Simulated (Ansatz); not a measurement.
# CCSD(T)/def2-SVP (core potential) run of C2H2Cl2Sn (SMILES C#[C][SnH]([Cl])[Cl])

What is the vertical singlet–triplet gap of C2H2Cl2Sn at CCSD(T)/def2-SVP (core potential)? 

Program for the calculation: Ansatz 0.2.0.

49 further runs of the same task are left out: 7 that didn't finish, 42 set aside as unsound or not needed.

## (1) The system as given

C2H2Cl2Sn has 7 atoms, charge 0, and is taken as a singlet. As SMILES, `C#[C][SnH]([Cl])[Cl]`. Geometry: relaxed at PBE0-D4/def2-TZVP.

Bond lengths: C1–C2 1.205 Å, C2–Sn3 2.058 Å, Sn3–Cl4 2.309 Å, Sn3–Cl5 2.309 Å, C1–H6 1.067 Å, Sn3–H7 1.691 Å. Angles: C1–C2–Sn3 179.2°, C2–Sn3–Cl4 107.9°, C2–Sn3–Cl5 107.9°, Cl4–Sn3–Cl5 106.8°, C2–C1–H6 179.7°, C2–Sn3–H7 115.3°, Cl4–Sn3–H7 109.3°, Cl5–Sn3–H7 109.3°.

## (2) The energy at CCSD(T)/def2-SVP (core potential)

The input, run.yaml:

```yaml
basis:
  gaussian:
    orbitals: def2-SVP
crystal:
  periodic: [false, false, false]
  atoms:
    - {symbol: C, position_ang: [-1.668000, 1.349700, 0.386500]}
    - {symbol: C, position_ang: [-0.744900, 0.592400, 0.224500]}
    - {symbol: Sn, position_ang: [0.833800, -0.704500, -0.025300]}
    - {symbol: Cl, position_ang: [0.163900, -2.365900, -1.482000]}
    - {symbol: Cl, position_ang: [2.540200, 0.448400, -1.069500]}
    - {symbol: H, position_ang: [-2.485300, 2.020900, 0.525300]}
    - {symbol: H, position_ang: [1.421600, -1.409000, 1.394900]}
correlation:
  method: ccsd_t
  frozen_orbitals: {C: 1, Cl: 5, H: 0, Sn: 4}
accuracy: high
scf:
  omitted_lower_state_checks: [cluster_reference, increment]
```

Launch:

```sh
ansatz run run.yaml --threads 1 --pin off --max-ram 3480MiB --events-out events.jsonl --progress --plain --runs-dir runs
```

The program printed:

```text
Warning: RAYON_NUM_THREADS=1 ignored (pool sized by the plan → 1); use --threads N
Functional definition: HF
  name "HF"
  exchange = exact_x
  correlation = 0
these checks for a lower state are left out or cut short: cluster_reference, increment
2157 factors; integrals over basis functions are off by at most 3.3e-8 eV
mean field evaluation 1: about -32893.7709 eV, gradient 2.7e1 eV
mean field evaluation 2: about -32893.9141 eV, gradient 2.7e1 eV
mean field evaluation 4: about -32896.3058 eV, gradient 2.5e0 eV
mean field evaluation 8: about -32896.3350 eV, gradient 2.2e-4 eV
mean field -32896.33498548 eV, -1208.9180127796 hartree, gradient 1.5e-8 eV, S^2 0.000000; 0 other end points of the search recorded, 0 dependent functions left out
16 core orbitals not correlated: weight in the atoms' cores, before any rotation towards them, 1.000 or more for the frozen orbitals, at most 0.000 for the correlated occupied ones
reference -32896.33498548 eV, -1208.9180127796 hartree; 19, 19 occupied and 65, 65 virtual orbitals, 2157 factors
second order -16.66603224 eV of doubles, -0.00000000 eV of singles
cycle   1  -17.25411382 eV  change   -5.9e-1 eV  update   1.0e-1
cycle   2  -17.72376349 eV  change   -4.7e-1 eV  update   3.1e-2
cycle   3  -17.82213501 eV  change   -9.8e-2 eV  update   1.4e-2
cycle   4  -17.82533398 eV  change   -3.2e-3 eV  update   4.2e-3
cycle   5  -17.82768051 eV  change   -2.3e-3 eV  update   1.6e-3
cycle   6  -17.82808551 eV  change   -4.0e-4 eV  update   4.8e-4
cycle   7  -17.82826327 eV  change   -1.8e-4 eV  update   1.3e-4
cycle   8  -17.82838461 eV  change   -1.2e-4 eV  update   4.1e-5
cycle   9  -17.82839284 eV  change   -8.2e-6 eV  update   1.2e-5
cycle  10  -17.82838918 eV  change    3.7e-6 eV  update   4.0e-6
cycle  11  -17.82839101 eV  change   -1.8e-6 eV  update   1.4e-6
cycle  12  -17.82839112 eV  change   -1.1e-7 eV  update   4.4e-7
cycle  13  -17.82839134 eV  change   -2.2e-7 eV  update   1.8e-7
cycle  14  -17.82839148 eV  change   -1.4e-7 eV  update   7.9e-8
cycle  15  -17.82839152 eV  change   -4.0e-8 eV  update   4.4e-8
cycle  16  -17.82839153 eV  change   -1.2e-8 eV  update   2.8e-8
cycle  17  -17.82839221 eV  change   -6.8e-7 eV  update   1.6e-7
cycle  18  -17.82839226 eV  change   -5.5e-8 eV  update   4.3e-8
cycle  19  -17.82839232 eV  change   -5.6e-8 eV  update   1.4e-8
cycle  20  -17.82839233 eV  change   -1.2e-8 eV  update   5.1e-9
cycle  21  -17.82839233 eV  change   -1.7e-9 eV  update   1.6e-9
perturbative correction -0.58620919 eV, -0.0215427904 hartree
Total energy: -32914.74958700 eV, -1209.5947369037 hartree
Checks for a lower state left out: cluster_reference, increment
```

Wall time 48 s (1 thread of Arm Neoverse V1, shared host); peak memory 0.67 GiB.

## (3) The triplet

The input, molecule.yaml:

```yaml
crystal:
  periodic: [false, false, false]
  atoms:
    - {symbol: C, position_ang: [-1.668000, 1.349700, 0.386500]}
    - {symbol: C, position_ang: [-0.744900, 0.592400, 0.224500]}
    - {symbol: Sn, position_ang: [0.833800, -0.704500, -0.025300]}
    - {symbol: Cl, position_ang: [0.163900, -2.365900, -1.482000]}
    - {symbol: Cl, position_ang: [2.540200, 0.448400, -1.069500]}
    - {symbol: H, position_ang: [-2.485300, 2.020900, 0.525300]}
    - {symbol: H, position_ang: [1.421600, -1.409000, 1.394900]}
basis:
  gaussian:
    orbitals: def2-SVP
magnetization:
  spin_polarized: true
  initial_magnetization: 2
correlation:
  method: ccsd_t
  frozen_orbitals: {C: 1, Cl: 5, H: 0, Sn: 4}
accuracy: high
scf:
  omitted_lower_state_checks: [cluster_reference, increment]
```

Launch:

```sh
ansatz run molecule.yaml --threads 1 --pin off --max-ram 3480MiB --events-out events.jsonl --progress --plain --runs-dir runs
```

The program printed:

```text
Warning: RAYON_NUM_THREADS=1 ignored (pool sized by the plan → 1); use --threads N
[... 4 set-up lines as earlier in the session ...]
these checks for a lower state are left out or cut short: cluster_reference, increment
2157 factors; integrals over basis functions are off by at most 3.3e-8 eV
mean field evaluation 1: about -32884.4822 eV, gradient 2.2e1 eV
mean field evaluation 2: about -32884.6442 eV, gradient 2.2e1 eV
mean field evaluation 4: about -32888.7226 eV, gradient 3.8e0 eV
mean field evaluation 8: about -32889.7927 eV, gradient 4.0e0 eV
mean field evaluation 16: about -32891.7877 eV, gradient 5.5e-3 eV
mean field evaluation 32: about -32891.8302 eV, gradient 1.7e-3 eV
mean field evaluation 64: about -32891.8174 eV, gradient 1.2e0 eV
mean field evaluation 96: about -32884.7020 eV, gradient 1.5e1 eV
mean field evaluation 128: about -32890.7692 eV, gradient 2.0e0 eV
mean field evaluation 160: about -32884.4806 eV, gradient 2.2e1 eV
mean field evaluation 192: about -32888.7101 eV, gradient 1.4e-2 eV
mean field evaluation 224: about -32891.8293 eV, gradient 7.6e-2 eV
mean field -32891.83017509 eV, -1208.7524640511 hartree, gradient 1.6e-8 eV, S^2 2.018077; 8 other end points of the search recorded, 0 dependent functions left out
16 core orbitals not correlated: weight in the atoms' cores, before any rotation towards them, 1.000 or more for the frozen orbitals, at most 0.000 for the correlated occupied ones
reference -32891.83017509 eV, -1208.7524640511 hartree; 20, 18 occupied and 64, 66 virtual orbitals, 2157 factors
second order -15.19539027 eV of doubles, -0.00000000 eV of singles
cycle   1  -16.25243904 eV  change    -1.1e0 eV  update   9.3e-2
cycle   2  -16.69441273 eV  change   -4.4e-1 eV  update   3.6e-2
cycle   3  -16.79348054 eV  change   -9.9e-2 eV  update   2.2e-2
cycle   4  -16.80674771 eV  change   -1.3e-2 eV  update   1.4e-2
cycle   5  -16.81838224 eV  change   -1.2e-2 eV  update   1.0e-2
cycle   6  -16.83262490 eV  change   -1.4e-2 eV  update   6.5e-3
cycle   7  -16.83956339 eV  change   -6.9e-3 eV  update   3.7e-3
cycle   8  -16.84215760 eV  change   -2.6e-3 eV  update   1.9e-3
cycle   9  -16.84285427 eV  change   -7.0e-4 eV  update   8.3e-4
cycle  10  -16.84287731 eV  change   -2.3e-5 eV  update   4.0e-4
cycle  11  -16.84316892 eV  change   -2.9e-4 eV  update   2.2e-4
cycle  12  -16.84326712 eV  change   -9.8e-5 eV  update   1.2e-4
cycle  13  -16.84330101 eV  change   -3.4e-5 eV  update   6.5e-5
cycle  14  -16.84328423 eV  change    1.7e-5 eV  update   2.7e-5
cycle  15  -16.84325801 eV  change    2.6e-5 eV  update   1.4e-5
cycle  16  -16.84325292 eV  change    5.1e-6 eV  update   5.7e-6
cycle  17  -16.84325233 eV  change    5.9e-7 eV  update   3.5e-6
cycle  18  -16.84325393 eV  change   -1.6e-6 eV  update   1.6e-6
cycle  19  -16.84325464 eV  change   -7.1e-7 eV  update   1.0e-6
cycle  20  -16.84325482 eV  change   -1.9e-7 eV  update   5.7e-7
cycle  21  -16.84325498 eV  change   -1.5e-7 eV  update   4.0e-7
cycle  22  -16.84325524 eV  change   -2.6e-7 eV  update   2.6e-7
cycle  23  -16.84325555 eV  change   -3.2e-7 eV  update   1.8e-7
cycle  24  -16.84325576 eV  change   -2.1e-7 eV  update   1.3e-7
cycle  25  -16.84325595 eV  change   -1.9e-7 eV  update   1.1e-7
cycle  26  -16.84325602 eV  change   -7.1e-8 eV  update   7.5e-8
cycle  27  -16.84325606 eV  change   -4.4e-8 eV  update   5.8e-8
cycle  28  -16.84325606 eV  change    4.0e-9 eV  update   4.5e-8
cycle  29  -16.84325609 eV  change   -3.2e-8 eV  update   4.5e-8
cycle  30  -16.84325625 eV  change   -1.6e-7 eV  update   1.1e-7
cycle  31  -16.84325628 eV  change   -2.6e-8 eV  update   4.4e-8
cycle  32  -16.84325629 eV  change   -1.7e-8 eV  update   3.1e-8
cycle  33  -16.84325630 eV  change   -8.1e-9 eV  update   2.5e-8
cycle  34  -16.84325630 eV  change    3.9e-9 eV  update   2.2e-8
cycle  35  -16.84325629 eV  change    9.9e-9 eV  update   1.8e-8
cycle  36  -16.84325627 eV  change    1.2e-8 eV  update   1.4e-8
cycle  37  -16.84325627 eV  change    6.1e-9 eV  update   9.5e-9
cycle  38  -16.84325627 eV  change   -3.2e-9 eV  update   5.4e-9
cycle  39  -16.84325628 eV  change   -3.1e-9 eV  update   3.6e-9
cycle  40  -16.84325628 eV  change   -1.7e-9 eV  update   2.0e-9
perturbative correction -0.52752241 eV, -0.0193860910 hartree
Total energy: -32909.20095377 eV, -1209.3908283935 hartree
Checks for a lower state left out: cluster_reference, increment
```

It took 5.4 min on 1 thread of Arm Neoverse V1, shared host; peak memory 1.4 GiB.

## (4) What came out

Level: CCSD(T)/def2-SVP (core potential), 16 core orbitals frozen.

| quantity | value |
| --- | --- |
| singlet: total energy | -1209.59474 Eh |
| singlet: correlation energy (16 core orbitals frozen) | -676.7 mEh |
| singlet: (T) correction | -21.54 mEh |
| singlet: T1 diagnostic | 0.010 |
| triplet: total energy | -1209.39083 Eh |
| triplet: correlation energy (16 core orbitals frozen) | -638.4 mEh |
| triplet: (T) correction | -19.39 mEh |
| triplet: ⟨S²⟩ of the reference determinant | 2.018 |
| triplet: T1 diagnostic | 0.012 |
| vertical energy of the triplet above the singlet | 5.549 eV |

What this shows: At this shape the triplet lies 5.55 eV (128 kcal/mol) above the singlet. The triples (singlet) make up 3.2 % of the correlation energy. The triples (triplet) make up 3.0 % of the correlation energy.
